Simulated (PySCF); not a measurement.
# BH7N2Si: the cost of one run

The runs use PySCF 2.14.0, with density-fitted response routines of our own; the level of theory stands in each step. All values are computed, except where a source is named. Atoms are numbered from 0 throughout.

### Step 1. The molecule as given

11 atoms, charge 0, multiplicity 1; geometry from: GFN2-xTB. The atoms were then displaced at random by about 0.01 Å, so the start is not that level's minimum.

Bonds of the start (Å): N0–B1 1.43, B1–N2 1.43, N2–Si3 1.68, N0–H4 0.99, N0–H5 0.98, B1–H6 1.17, N2–H7 1.01, Si3–H8 1.46, Si3–H9 1.50, Si3–H10 1.46.

### Step 2. Relaxing the molecule at PBE0-D3(BJ)/def2-SVP

Job settings and geometry (Å):

```
{"job": {"xc": "PBE0", "basis": "def2-SVP", "d3": "d3bj", "grid": 1, "shake": 0.01, "kind": "geom"}, "charge": 0, "multiplicity": 1}
N      2.183710    -0.404590    -0.062920
B      0.954320     0.303570     0.103830
N     -0.294970    -0.322680    -0.209330
Si    -1.859050     0.282390    -0.146960
H      3.058430     0.008890     0.135090
H      2.218000    -1.318280    -0.411530
H      0.980390     1.403720     0.511620
H     -0.177460    -1.261270    -0.550690
H     -2.385340     0.545970    -1.486730
H     -2.721940    -0.767000     0.485870
H     -1.917990     1.503430     0.655990
```

Command:

```console
OMP_NUM_THREADS=1 python probes_run.py task.json out
```

One launch serves the whole session: the jobs run in the order shown.

**Question.** How long does this first job take on 1 thread of Arm Neoverse V2, shared host, and how much memory does it need?

About 22 s, with a peak of 0.38 GiB.
